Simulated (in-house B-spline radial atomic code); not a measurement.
**P²⁺: ionisation energy by several methods**

The task here is to estimate one member of a computed series from the others.

The numbers are computed with in-house B-spline radial atomic code version 1 (Dirac-Coulomb, several functionals, exact exchange averaged over the configuration; spherical all-electron atom at the radial basis limit), except any that are marked as measured or tabulated.

## What is computed

| Property | Result |
| --- | --- |
| element | phosphorus (Z = 15) |
| charge | +2 |
| electrons | 13 |
| configuration | [Ne] 3s2 3p1 |
| nucleus | Fermi, rms radius 3.189 fm |

Outer shells as boxes (Hund's rule):

[Ne] 3s2 3p1
```
[Ne] core
3s [↑↓]
3p [↑ ][  ][  ]
```

The boxes only draw the filling; these runs are spin-restricted and spherical.

Set-up of the first run:

Input settings:

```ini
Z = 15
electrons = 13.0
configuration = [Ne] 3s2 3p1
hamiltonian = dirac
method = bhandhlyp
spin_polarised = False
nucleus = fermi
rms_radius = 3.1889
mass_number = 31
atomic_mass = 30.97376199768
speed_of_light = 137.035999084
exact_exchange = averaged over the configuration
```

Run with:

```bash
> python run_scf.py task.json out
```

task.json lists these runs, among others, and the program works through them in turn.

Steps of the session up to this table: BHandHLYP; CAM-B3LYP; B3LYP; B97-1.

One of the session's tables, all rows but one given; the rest of the session is left out.

```
   method  ΔSCF (eV)  with Breit, QED, recoil (eV)
BHandHLYP     29.945                        29.942
    B3LYP     29.946                        29.943
    B97-1     29.797                        29.794
CAM-B3LYP          ?                             ?
```

Estimate the missing values for CAM-B3LYP.

As computed: ΔSCF (eV): 30.003; with Breit, QED, recoil (eV): 30.000. In the column «ΔSCF (eV)» it is the highest.
